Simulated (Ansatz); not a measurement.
# C₆H₁₄S₂: a ladder of functionals and wavefunction methods

Aim: compute C₆H₁₄S₂ with functionals from several rungs and with coupled cluster. The yardstick is the atomisation energy at the CCSD(T) limit.

Program: Ansatz 0.2.0, Gaussian basis. Level of theory: functionals in def2-TZVPP, the program's frozen cores in correlated methods. These are calculated values, not measurements.

Levels to be run: PBE-D4, r2SCAN-D4, PBE0-D4, B3LYP-D4, ωB97X-V, ωB97M-V, B2PLYP; CCSD(T)/def2-TZVPP; MP2/def2-QZVPP; extrapolation to the limit.

## (1) The relaxed structure

An earlier PBE0-D4 in a triple-zeta def2 set relaxation fixed the geometry.

SMILES `CCCSSCCC`, 22 atoms, charge 0, spin multiplicity 1.

Atoms are counted from 1 here; the program's logs count them from 0.

Bond lengths: C1–C2 1.520 Å, C1–H9 1.094 Å, C1–H10 1.092 Å, C1–H11 1.094 Å, C2–C3 1.515 Å, C2–H12 1.094 Å, C2–H13 1.094 Å, C3–S4 1.815 Å, C3–H14 1.092 Å, C3–H15 1.096 Å, S4–S5 2.030 Å, S5–C6 1.817 Å, C6–C7 1.517 Å, C6–H16 1.096 Å, C6–H17 1.091 Å, C7–C8 1.517 Å, C7–H18 1.095 Å, C7–H19 1.096 Å and more. Angles: C2–C1–H9 111.4°, C2–C1–H10 111.1°, C2–C1–H11 111.2°, H9–C1–H10 107.7°, H9–C1–H11 107.6°, H10–C1–H11 107.7°, C1–C2–C3 112.0°, C1–C2–H12 110.0°, C1–C2–H13 110.5°, C3–C2–H12 108.7°, C3–C2–H13 109.1°, H12–C2–H13 106.5°, C2–C3–S4 114.4°, C2–C3–H14 111.2°, C2–C3–H15 110.9°, S4–C3–H14 109.3°, S4–C3–H15 103.3°, H14–C3–H15 107.3° and more.

As a file:

```
atom    x (Å)    y (Å)    z (Å)
  C1  -1.5969   0.3355   2.6829
  C2  -1.9138   0.0804   1.2185
  C3  -1.2302   1.0796   0.3085
  S4  -1.5453   0.8208  -1.4603
  S5  -0.7435  -1.0011  -1.8580
  C6   0.9302  -0.6201  -2.4535
  C7   1.8585   0.0269  -1.4438
  C8   2.1326  -0.8224  -0.2165
  H9  -1.9232   1.3318   2.9945
 H10  -2.0951  -0.3930   3.3262
 H11  -0.5221   0.2653   2.8725
 H12  -1.5926  -0.9270   0.9369
 H13  -2.9936   0.1213   1.0476
 H14  -0.1525   1.0997   0.4840
 H15  -1.6075   2.0933   0.4861
 H16   1.3114  -1.5992  -2.7668
 H17   0.8328  -0.0025  -3.3481
 H18   1.4372   0.9954  -1.1558
 H19   2.8007   0.2524  -1.9563
 H20   2.7990  -0.3066   0.4781
 H21   1.2081  -1.0610   0.3141
 H22   2.6057  -1.7695  -0.4907
```

## (2) PBE-D4 (GGA)

Input file in.yaml:

```yaml
crystal:
  periodic: [false, false, false]
  atoms:
    - {symbol: C, position_ang: [-1.596914, 0.335523, 2.682882]}
    - {symbol: C, position_ang: [-1.913786, 0.080406, 1.218516]}
    - {symbol: C, position_ang: [-1.230165, 1.079634, 0.308483]}
    - {symbol: S, position_ang: [-1.545320, 0.820818, -1.460329]}
    - {symbol: S, position_ang: [-0.743483, -1.001140, -1.858023]}
    - {symbol: C, position_ang: [0.930216, -0.620137, -2.453464]}
    - {symbol: C, position_ang: [1.858481, 0.026943, -1.443756]}
    - {symbol: C, position_ang: [2.132599, -0.822376, -0.216543]}
    - {symbol: H, position_ang: [-1.923167, 1.331772, 2.994496]}
    - {symbol: H, position_ang: [-2.095051, -0.392987, 3.326176]}
    - {symbol: H, position_ang: [-0.522130, 0.265342, 2.872550]}
    - {symbol: H, position_ang: [-1.592567, -0.927021, 0.936856]}
    - {symbol: H, position_ang: [-2.993596, 0.121299, 1.047588]}
    - {symbol: H, position_ang: [-0.152512, 1.099679, 0.483971]}
    - {symbol: H, position_ang: [-1.607453, 2.093291, 0.486109]}
    - {symbol: H, position_ang: [1.311412, -1.599215, -2.766798]}
    - {symbol: H, position_ang: [0.832785, -0.002538, -3.348076]}
    - {symbol: H, position_ang: [1.437176, 0.995435, -1.155777]}
    - {symbol: H, position_ang: [2.800734, 0.252351, -1.956267]}
    - {symbol: H, position_ang: [2.798970, -0.306624, 0.478063]}
    - {symbol: H, position_ang: [1.208077, -1.060963, 0.314100]}
    - {symbol: H, position_ang: [2.605684, -1.769512, -0.490747]}
basis:
  gaussian: {orbitals: def2-TZVPP}
hamiltonian: {xc: pbe, dispersion: d4}
output: {forces: true, orbitals: {seedname: orbitals}}
```

Run with:

```bash
ansatz run in.yaml --threads 4 --pin off --events-out ev --progress --plain --max-ram 41984MiB --backend cuda --devices 0, --max-vram 37GiB
```

The runs that follow: r2SCAN-D4 (meta-GGA); PBE0-D4 (hybrid); B3LYP-D4 (hybrid); ωB97X-V (range-separated); ωB97M-V (range-separated); B2PLYP (double hybrid); CCSD(T) in def2-TZVPP; MP2 in def2-QZVPP.

Before running them: what should the planned runs give, taken together? Wanted: atomisation energy, CCSD(T)/CBS; farthest; mean size of error, hybrid; mean size of error, range-separated; gap, smallest and largest; T1 diagnostic; triples share of the correlation energy.

**Answer**, as computed:

```
                               quantity                                  value
        atomisation energy, CCSD(T)/CBS                          8424.4 kJ/mol
 functionals within 42.1 kJ/mol (0.5 %)  r2SCAN-D4, B3LYP-D4, ωB97X-V, ωB97M-V
                               farthest                 PBE-D4 (+176.1 kJ/mol)
             mean size of error, hybrid                            37.3 kJ/mol
    mean size of error, range-separated                            29.6 kJ/mol
              gap, smallest and largest   4.43 eV (PBE-D4), 11.15 eV (ωB97X-V)
                          T1 diagnostic                                 0.0106
triples share of the correlation energy                                  4.2 %
```

In words: PBE-D4 is off by +176.1 kJ/mol. Double hybrids carry the basis error of their MP2 part in triple zeta, and no dispersion term here, so their miss is partly the set-up's. The reference freezes the cores and leaves out relativity and excitations past (T), so misses under about 42.1 kJ/mol can't be ranked. Hartree-Fock recovers 74 % of the binding; the rest is correlation. Orbital gaps span 4.4 to 11.1 eV; exact exchange widens them.
